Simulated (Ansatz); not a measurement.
# C3H9AlF2Si: vertical ionisation energy

One table from this session's results is given with a row withheld; the runs are named, their logs left out.

Program: Ansatz 0.2.0, Gaussian basis. Level of theory: unrestricted cation, the program's frozen cores in correlated methods. These are calculated values, not measurements.

Levels to be run: UKS PBE-D4/def2-TZVPP; UKS r2SCAN-D4/def2-TZVPP; UKS PBE0-D4/def2-TZVPP; UKS B3LYP-D4/def2-TZVPP; UKS wB97X-V/def2-TZVPP; UKS wB97M-V/def2-TZVPP; UKS B2PLYP/def2-TZVPP; UHF-CCSD(T)/def2-TZVPP; UHF-MP2/def2-QZVPP; extrapolation to the limit; then −ε(HOMO) from the neutral's earlier runs with LDA (SPW92), PBE-D4, revPBE-D4, BLYP-D4, r2SCAN-D4, B97M-V, PBE0-D4, B3LYP-D4, r2SCANh-D4, r2SCAN0-D4, HSE06-D4, BHLYP-D4, CAM-B3LYP-D4, LC-ωPBE, ωB97X-V, ωB97M-V.

## Structure used throughout

The geometry comes from an earlier relaxation with PBE0-D4 in a triple-zeta def2 set; it is a stationary point, not always the lowest conformer.

SMILES `C[Si](C)(C)[Al]([F])[F]`, 16 atoms, charge 0, spin multiplicity 1.

Atoms are counted from 1 here; the program's logs count them from 0.

Bond lengths: C1–Si2 1.880 Å, C1–H8 1.093 Å, C1–H9 1.093 Å, C1–H10 1.095 Å, Si2–C3 1.877 Å, Si2–C4 1.881 Å, Si2–Al5 2.452 Å, C3–H11 1.092 Å, C3–H12 1.094 Å, C3–H13 1.092 Å, C4–H14 1.093 Å, C4–H15 1.095 Å, C4–H16 1.092 Å, Al5–F6 1.651 Å, Al5–F7 1.650 Å. Angles: Si2–C1–H8 111.8°, Si2–C1–H9 111.5°, Si2–C1–H10 109.8°, H8–C1–H9 108.0°, H8–C1–H10 107.8°, H9–C1–H10 107.9°, C1–Si2–C3 109.9°, C1–Si2–C4 109.1°, C1–Si2–Al5 109.0°, C3–Si2–C4 109.9°, C3–Si2–Al5 109.9°, C4–Si2–Al5 109.0°, Si2–C3–H11 111.5°, Si2–C3–H12 110.1°, Si2–C3–H13 111.5°, H11–C3–H12 108.0°, H11–C3–H13 107.7°, H12–C3–H13 107.9° and more.

The first run:

The input, in.yaml:

```yaml
crystal:
  periodic: [false, false, false]
  atoms:
    - {symbol: C, position_ang: [0.346396, 0.841101, 1.651058]}
    - {symbol: Si, position_ang: [0.010893, -0.025155, 0.016390]}
    - {symbol: C, position_ang: [1.397981, -1.231428, -0.364620]}
    - {symbol: C, position_ang: [-1.624226, -0.946754, 0.132470]}
    - {symbol: Al, position_ang: [-0.146236, 1.655332, -1.762209]}
    - {symbol: F, position_ang: [-1.262478, 2.870332, -1.704784]}
    - {symbol: F, position_ang: [0.834959, 1.662949, -3.089322]}
    - {symbol: H, position_ang: [1.303408, 1.368188, 1.641178]}
    - {symbol: H, position_ang: [-0.436153, 1.565878, 1.887480]}
    - {symbol: H, position_ang: [0.378605, 0.105241, 2.460752]}
    - {symbol: H, position_ang: [1.228751, -1.749720, -1.311251]}
    - {symbol: H, position_ang: [1.467854, -1.985575, 0.425473]}
    - {symbol: H, position_ang: [2.362885, -0.723620, -0.431561]}
    - {symbol: H, position_ang: [-1.849637, -1.488592, -0.789085]}
    - {symbol: H, position_ang: [-1.582481, -1.676017, 0.947632]}
    - {symbol: H, position_ang: [-2.453521, -0.264958, 0.334600]}
basis:
  gaussian: {orbitals: def2-TZVPP}
total_charge: 1
magnetization: {spin_polarized: true, initial_magnetization: 1}
hamiltonian: {xc: pbe, dispersion: d4}
```

On the command line:

```console
ansatz run in.yaml --threads 2 --pin off --events-out ev --progress --plain --max-ram 20480MiB --backend cuda --devices 0, --max-vram 18GiB
```

Among the steps run: Cation, UKS PBE-D4/def2-TZVPP; Cation, UKS r2SCAN-D4/def2-TZVPP; Cation, UKS PBE0-D4/def2-TZVPP; Cation, UKS B3LYP-D4/def2-TZVPP; Cation, UKS wB97X-V/def2-TZVPP; Cation, UKS wB97M-V/def2-TZVPP; Cation, UKS B2PLYP (frozen core)/def2-TZVPP; Cation, UHF-CCSD(T)/def2-TZVPP; Cation, UHF-MP2/def2-QZVPP.

One table of the session follows, with a row left open; its other results are not shown here.

For comparison, −ε(HOMO) of the neutral from earlier runs:

```
  functional  −ε(HOMO) (eV)
 LDA (SPW92)              ?
      PBE-D4           6.52
   revPBE-D4           6.46
     BLYP-D4           6.42
   r2SCAN-D4           6.73
      B97M-V           6.76
     PBE0-D4           7.66
    B3LYP-D4           7.49
  r2SCANh-D4           7.15
  r2SCAN0-D4           7.79
    HSE06-D4           7.26
    BHLYP-D4           8.73
CAM-B3LYP-D4           8.97
     LC-ωPBE          10.20
     ωB97X-V           9.90
     ωB97M-V           9.68
```

Estimate the missing values for LDA (SPW92).

The run gave: −ε(HOMO) (eV): 6.65. In the column «−ε(HOMO) (eV)» it lies between PBE-D4 (6.52) and r2SCAN-D4 (6.73).

Caveats from the session: The cation may have settled in a state other than its lowest; no search over hole states beyond the program's own was made.
